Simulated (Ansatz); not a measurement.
# I- + FH (HIF−): an exchange reaction of three atoms

How does the energy of I- + FH (the system I + FH), charge −1 change over two coordinates at once? A grid of runs gives the map.

Computed with Ansatz 0.2.0. Level: RKS PBE0-D4/def2-SVPD.

### 1 The part I− alone, at the geometry typed

Contents of input.yaml:

```yaml
crystal:
  periodic: [false, false, false]
  atoms:
    - { symbol: I, position_ang: [0.0, 0.0, 0.0] }
total_charge: -1
basis:
  gaussian: { orbitals: def2-SVPD }
hamiltonian:
  xc: pbe0
```

The run is started by

```bash
$ ansatz run input.yaml --threads 1 --pin off --max-ram 2560MiB --backend cpu --events-out ev --progress --plain --runs-dir out
```

Standard output:

```text
Warning: RAYON_NUM_THREADS=1 ignored (pool sized by the plan → 1); use --threads N
Engine: ansatz 0.2.0, aarch64-unknown-linux-gnu
Functional definition: PBE0
  parameter a = 0.25
  parameter kappa = 0.804
  parameter beta = 0.06672455060314922
  exchange = (1 - a)*pbe_x(kappa = kappa, mu = beta*pi^2/3) + a*exact_x
  correlation = pbe_c(beta = beta)
190 factors; integrals over basis functions are off by at most 1.6e-4 eV
mean field evaluation 1: about -8102.8979 eV, gradient 1.7e1 eV
mean field evaluation 2: about -8103.0821 eV, gradient 1.6e1 eV
mean field evaluation 4: about -8103.7372 eV, gradient 5.7e-1 eV
mean field evaluation 8: about -8103.7383 eV, gradient 1.7e-3 eV
mean field -8103.73826194 eV, -297.8068882151 hartree, gradient 3.6e-6 eV, S^2 0.000000; 0 other end points of the search recorded, 0 dependent functions left out
reference -8103.73828068 eV, -297.8068889038 hartree; 13, 13 occupied and 22, 22 virtual orbitals, 190 factors
Total energy: -8103.73828068 eV, -297.8068889038 hartree
```

Wall time 0.32 s (1 thread of Arm Neoverse V1, shared host); peak memory 0.065 GiB.

### 2 Reference run: HF, relaxed

Contents of input.yaml:

```yaml
crystal:
  periodic: [false, false, false]
  atoms:
    - { symbol: F, position_ang: [0.0, 0.0, 0.0] }
    - { symbol: H, position_ang: [0.91, 0.0, 0.0] }
basis:
  gaussian: { orbitals: def2-SVPD }
hamiltonian:
  xc: pbe0
  dispersion: d4
output:
  forces: true
relax:
  f_tol: 0.003
  max_steps: 120
```

The run is started by

```bash
$ ansatz run input.yaml --threads 1 --pin off --max-ram 2560MiB --backend cpu --events-out ev --progress --plain --runs-dir out
```

Standard output (excerpt; [...] marks lines left out):

```text
Warning: RAYON_NUM_THREADS=1 ignored (pool sized by the plan → 1); use --threads N
[...]
Functional definition: PBE0
[...]
249 factors; their error is unknown
[...]
mean field -2728.72152879 eV, -100.2786665890 hartree, gradient 7.0e-5 eV, S^2 0.000000; 0 other end points of the search recorded, 0 dependent functions left out
[...]
reference -2728.72154922 eV, -100.2786673401 hartree; 5, 5 occupied and 26, 26 virtual orbitals, 249 factors
relax step   1: F+E_penalty+E_count = -2728.72303877 eV  Δ(F+E_penalty+E_count) = +0.000e0 eV  max|allowed force component| = 6.419e-1 eV/Å  Δτ_max = 0.0000 Å  (21 SCF iters, accepted)
[...]
relax step   3: F+E_penalty+E_count = -2728.72627028 eV  Δ(F+E_penalty+E_count) = -1.134e-4 eV  max|allowed force component| = 3.122e-3 eV/Å  Δτ_max = 0.0009 Å  (26 SCF iters, accepted)
[...]
relax step   4: F+E_penalty+E_count = -2728.72627036 eV  Δ(F+E_penalty+E_count) = -8.040e-8 eV  max|allowed force component| = 1.424e-5 eV/Å  Δτ_max = 0.0000 Å  (15 SCF iters, accepted)
249 factors; their error is unknown
mean field -2728.72475702 eV, -100.2787852245 hartree, gradient 1.7e-5 eV, S^2 0.000000; 1 other end points of the search recorded, 0 dependent functions left out
[...]
reference -2728.72477746 eV, -100.2787859755 hartree; 5, 5 occupied and 26, 26 virtual orbitals, 249 factors
Total energy: -2728.72629080 eV, -100.2788415897 hartree
Atom 0 at    -0.005098     0.000000    -0.000000 Å, force    -0.000015    -0.000000    -0.000000 eV/Å
Atom 1 at     0.915098    -0.000000     0.000000 Å, force     0.000015     0.000000     0.000000 eV/Å
Dipole moment:     0.382153    -0.000000     0.000000 e Å
```

Wall time 0.99 s (1 thread of Arm Neoverse V1, shared host); peak memory 0.078 GiB.

The steps of the relaxation:

| step | energy from step 1 (eV) | largest force component (eV/Å) |
| --- | --- | --- |
| 1 | 0.0000 | 0.6419 |
| 2 | -0.0031 | 0.1178 |
| 3 | -0.0032 | 0.0031 |
| 4 | -0.0032 | 0.0000 |

The bond:

| bond | before (Å) | after (Å) | change (Å) |
| --- | --- | --- | --- |
| F1–H2 | 0.910 | 0.920 | +0.010 |

### 3 The grid

First coordinate, distance I1–F2: 17 values from 1.592 to 3.592 Å. Second coordinate, distance F2–H3: 17 values from 0.728 to 2.728 Å.

Nothing else is relaxed (the angle I1–F2–H3 is fixed at 140 degrees). Energies count from I with charge -1 far from the relaxed FH (each part in its own basis).

Below, 3 of the grid's runs; all are launched alike.

### 4 Point distance I1–F2 = 3.592 Å, distance F2–H3 = 0.955 Å

Contents of input.yaml:

```yaml
crystal:
  periodic: [false, false, false]
  atoms:
    - { symbol: I, position_ang: [-3.592, 0.0, 0.0] }
    - { symbol: F, position_ang: [0.0, 0.0, 0.0] }
    - { symbol: H, position_ang: [0.731572, 0.613862, 0.0] }
total_charge: -1
basis:
  gaussian: { orbitals: def2-SVPD }
hamiltonian:
  xc: pbe0
  dispersion: d4
output:
  forces: true
```

The run is started by

```bash
$ ansatz run input.yaml --threads 1 --pin off --max-ram 2560MiB --backend cpu --events-out ev --progress --plain --runs-dir out
```

Standard output (excerpt; [...] marks lines left out):

```text
Warning: RAYON_NUM_THREADS=1 ignored (pool sized by the plan → 1); use --threads N
[...]
Functional definition: PBE0
[...]
742 factors; integrals over basis functions are off by at most 1.0e-3 eV
[...]
mean field -10832.19320030 eV, -398.0757577868 hartree, gradient 6.5e-5 eV, S^2 0.000000; 0 other end points of the search recorded, 0 dependent functions left out
[...]
reference -10832.19323049 eV, -398.0757588964 hartree; 18, 18 occupied and 48, 48 virtual orbitals, 742 factors
Total energy: -10832.20972906 eV, -398.0763652074 hartree
Atom 0 at    -3.592000     0.000000     0.000000 Å, force    -0.148671     0.024875    -0.000000 eV/Å
Atom 1 at     0.000000     0.000000     0.000000 Å, force     1.701512     1.155980     0.000000 eV/Å
Atom 2 at     0.731572     0.613862     0.000000 Å, force    -1.552841    -1.180855    -0.000000 eV/Å
Dipole moment:     0.887367     0.236731     0.000000 e Å
```

It took 1.9 s on 1 thread of Arm Neoverse V1, shared host; peak memory 0.11 GiB.

On the map this point reads 6 kcal/mol.

### 5 Point distance I1–F2 = 2.404 Å, distance F2–H3 = 0.955 Å

Changes to input.yaml since step 4:

```diff
@@ -3,3 +3,3 @@
   atoms:
-    - { symbol: I, position_ang: [-3.592, 0.0, 0.0] }
+    - { symbol: I, position_ang: [-2.404, 0.0, 0.0] }
     - { symbol: F, position_ang: [0.0, 0.0, 0.0] }
```

The run is started by

```bash
$ ansatz run input.yaml --threads 1 --pin off --max-ram 2560MiB --backend cpu --events-out ev --progress --plain --runs-dir out
```

Standard output (excerpt; [...] marks lines left out):

```text
Warning: RAYON_NUM_THREADS=1 ignored (pool sized by the plan → 1); use --threads N
[...]
Functional definition: PBE0
[...]
742 factors; integrals over basis functions are off by at most 1.0e-3 eV
[...]
mean field -10831.03863792 eV, -398.0333284020 hartree, gradient 3.6e-5 eV, S^2 0.000000; 0 other end points of the search recorded, 0 dependent functions left out
[...]
reference -10831.03866536 eV, -398.0333294102 hartree; 18, 18 occupied and 48, 48 virtual orbitals, 742 factors
Total energy: -10831.06530156 eV, -398.0343082727 hartree
Atom 0 at    -2.404000     0.000000     0.000000 Å, force    -3.282796    -0.031854    -0.000000 eV/Å
Atom 1 at     0.000000     0.000000     0.000000 Å, force     3.993652     0.733011    -0.000000 eV/Å
Atom 2 at     0.731572     0.613862     0.000000 Å, force    -0.710856    -0.701157     0.000000 eV/Å
Dipole moment:     0.722385     0.189211     0.000000 e Å
```

Wall time 2 s (1 thread of Arm Neoverse V1, shared host); peak memory 0.11 GiB.

Energy on the map's scale: 32 kcal/mol.

### 6 The run at distance I1–F2 = 1.646 Å, distance F2–H3 = 2.104 Å

Contents of input.yaml:

```yaml
crystal:
  periodic: [false, false, false]
  atoms:
    - { symbol: I, position_ang: [-1.646, 0.0, 0.0] }
    - { symbol: F, position_ang: [0.0, 0.0, 0.0] }
    - { symbol: H, position_ang: [1.611758, 1.352425, 0.0] }
total_charge: -1
basis:
  gaussian: { orbitals: def2-SVPD }
hamiltonian:
  xc: pbe0
  dispersion: d4
output:
  forces: true
```

The run is started by

```bash
$ ansatz run input.yaml --threads 1 --pin off --max-ram 2560MiB --backend cpu --events-out ev --progress --plain --runs-dir out
```

Standard output (excerpt; [...] marks lines left out):

```text
Warning: RAYON_NUM_THREADS=1 ignored (pool sized by the plan → 1); use --threads N
[...]
Functional definition: PBE0
[...]
742 factors; integrals over basis functions are off by at most 5.2e-4 eV
[...]
mean field -10824.79427689 eV, -397.8038523665 hartree, gradient 8.3e-5 eV, S^2 0.000000; 0 other end points of the search recorded, 0 dependent functions left out
[...]
reference -10824.79430396 eV, -397.8038533615 hartree; 18, 18 occupied and 48, 48 virtual orbitals, 742 factors
Total energy: -10824.82886484 eV, -397.8051234505 hartree
Atom 0 at    -1.646000     0.000000     0.000000 Å, force   -17.065901     0.006051     0.000000 eV/Å
Atom 1 at     0.000000     0.000000     0.000000 Å, force    16.960065    -0.101039    -0.000000 eV/Å
Atom 2 at     1.611758     1.352425     0.000000 Å, force     0.105837     0.094988     0.000000 eV/Å
Dipole moment:    -1.665721    -0.728411     0.000000 e Å
```

It took 2.1 s on 1 thread of Arm Neoverse V1, shared host; peak memory 0.11 GiB.

That is 176 kcal/mol from the zero.

### 7 Energy over the grid

289 points were computed. Energies in kcal/mol, from I with charge -1 far from the relaxed FH (each part in its own basis); the table lists every other line.

| distance F2–H3 (Å) ↓, distance I1–F2 (Å) → | 1.592 | 1.726 | 1.922 | 2.151 | 2.404 | 2.678 | 2.968 | 3.273 | 3.592 |
| --- | --- | --- | --- | --- | --- | --- | --- | --- | --- |
| 2.728 | 201 | 153 | 124 | 118 | 123 | 131 | 138 | 143 | 147 |
| 2.409 | 200 | 151 | 122 | 115 | 118 | 125 | 131 | 135 | 138 |
| 2.104 | 201 | 150 | 119 | 110 | 111 | 115 | 120 | 124 | 126 |
| 1.814 | 204 | 151 | 117 | 103 | 100 | 101 | 104 | 106 | 108 |
| 1.540 | 212 | 155 | 114 | 93 | 84 | 81 | 81 | 81 | 82 |
| 1.287 | 225 | 161 | 110 | 79 | 62 | 54 | 50 | 49 | 48 |
| 1.058 | 241 | 168 | 105 | 63 | 39 | 26 | 19 | 16 | 15 |
| 0.862 | 266 | 187 | 115 | 65 | 36 | 20 | 13 | 9 | 8 |
| 0.728 | 321 | 239 | 162 | 109 | 78 | 61 | 53 | 50 | 48 |

The largest force on an atom (eV/Å) at each point:

| distance F2–H3 (Å) ↓, distance I1–F2 (Å) → | 1.592 | 1.726 | 1.922 | 2.151 | 2.404 | 2.678 | 2.968 | 3.273 | 3.592 |
| --- | --- | --- | --- | --- | --- | --- | --- | --- | --- |
| 2.728 | 22.2 | 10.8 | 3.2 | 0.4 | 1.1 | 1.2 | 0.9 | 0.8 | 0.9 |
| 2.409 | 22.3 | 11.0 | 3.5 | 0.7 | 0.9 | 1.0 | 1.2 | 1.3 | 1.4 |
| 2.104 | 22.5 | 11.2 | 3.9 | 1.4 | 1.3 | 1.7 | 1.9 | 2.1 | 2.2 |
| 1.814 | 23.2 | 12.0 | 4.7 | 2.4 | 2.2 | 2.6 | 3.0 | 3.2 | 3.3 |
| 1.540 | 24.5 | 13.5 | 6.2 | 4.1 | 3.9 | 4.1 | 4.4 | 4.7 | 4.9 |
| 1.287 | 26.6 | 15.8 | 8.5 | 6.5 | 6.0 | 6.1 | 6.2 | 6.4 | 6.6 |
| 1.058 | 29.4 | 18.5 | 10.7 | 7.7 | 6.4 | 5.7 | 5.4 | 5.3 | 5.3 |
| 0.862 | 31.5 | 20.7 | 12.3 | 6.9 | 5.0 | 4.6 | 4.4 | 4.3 | 4.3 |
| 0.728 | 32.4 | 28.1 | 27.0 | 26.1 | 25.6 | 25.3 | 25.2 | 25.1 | 25.1 |

### 8 Results

| quantity | value |
| --- | --- |
| lowest point | distance I1–F2 = 3.592 Å, distance F2–H3 = 0.955 Å, 6 kcal/mol |
| highest computed point | distance I1–F2 = 1.592 Å, distance F2–H3 = 0.728 Å, 315 kcal/mol above the lowest |
| largest force on an atom (eV/Å) | 0.4 at distance I1–F2 = 2.151 Å, distance F2–H3 = 2.728 Å to 32.4 at distance I1–F2 = 1.592 Å, distance F2–H3 = 0.728 Å; 2.1 at the lowest point |
| time for the whole task | 13 min on 1 thread, shared host |

What this shows: The lowest computed point is at distance I1–F2 = 3.592 Å, distance F2–H3 = 0.955 Å, 6 kcal/mol from I with charge -1 far from the relaxed FH (each part in its own basis). It lies at the edge of the scanned range, so the true minimum may lie outside. The highest computed point, distance I1–F2 = 1.592 Å, distance F2–H3 = 0.728 Å, lies 315 kcal/mol above the lowest. The reference is spin-restricted, so regions with a bond pulled apart lie too high.
